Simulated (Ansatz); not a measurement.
# CdS: the cost of one run

Method: DFT r2SCAN, scalar-relativistic, plane waves, PAW, in Ansatz 0.2.0.

### 1 The starting structure

It takes space group P6_3mc (No. 186, hexagonal). The conventional cell has a = 4.135 Å, b = 4.135 Å, c = 6.749 Å, α = 90.00°, β = 90.00°, γ = 120.00°. Cd (site symmetry 3m) has 4 S at 2.51 to 2.60 Å in its first shell of neighbours. S (site symmetry 3m) is surrounded by 4 Cd at 2.51 to 2.60 Å.

Coordinates:

```cif
data_structure
_symmetry_space_group_name_H-M 'P6_3mc'
_symmetry_Int_Tables_number 186
_cell_length_a 4.1348
_cell_length_b 4.1348
_cell_length_c 6.7490
_cell_angle_alpha 90.000
_cell_angle_beta 90.000
_cell_angle_gamma 120.000
_cell_volume 99.93
loop_
_atom_site_label
_atom_site_type_symbol
_atom_site_symmetry_multiplicity
_atom_site_Wyckoff_symbol
_atom_site_fract_x
_atom_site_fract_y
_atom_site_fract_z
_atom_site_occupancy
Cd1 Cd 2 b 0.33333 0.66667 0.00000 1
S1 S 2 b 0.33333 0.66667 0.38500 1
```

Source of the structure: the Crystallography Open Database.

### 2 Quick check of gap, pressure and forces

File input.yaml:

```yaml
crystal:
  lattice:
    - [4.1347992034, 0.0, 0.0]
    - [-2.0673996017, 3.5808411497, 0.0]
    - [0.0, 0.0, 6.749]
  atoms:
    - { symbol: Cd, position: [0.3333333333, 0.6666666667, 0.0] }
    - { symbol: Cd, position: [0.6666666667, 0.3333333333, 0.5] }
    - { symbol: S, position: [0.3333333333, 0.6666666667, 0.385] }
    - { symbol: S, position: [0.6666666667, 0.3333333333, 0.885] }
basis:
  ecutwfc: 500
kpoints:
  mp_grid: { grid: [6, 6, 4] }
hamiltonian:
  xc: r2scan
scf:
  occupations: { method: gaussian, width: 0.1 }
output:
  forces: true
  stress: true
  eigenvalues: true
```

On the command line:

```sh
> ansatz run input.yaml --threads 1 --pin off --max-ram 2560MiB --backend cpu --events-out ev --progress --plain --runs-dir out
```

**Question.** How long does this run take on 1 thread of Arm Neoverse V2, shared host, and how much memory does it need?

About 12 s, with a peak of 0.52 GiB.
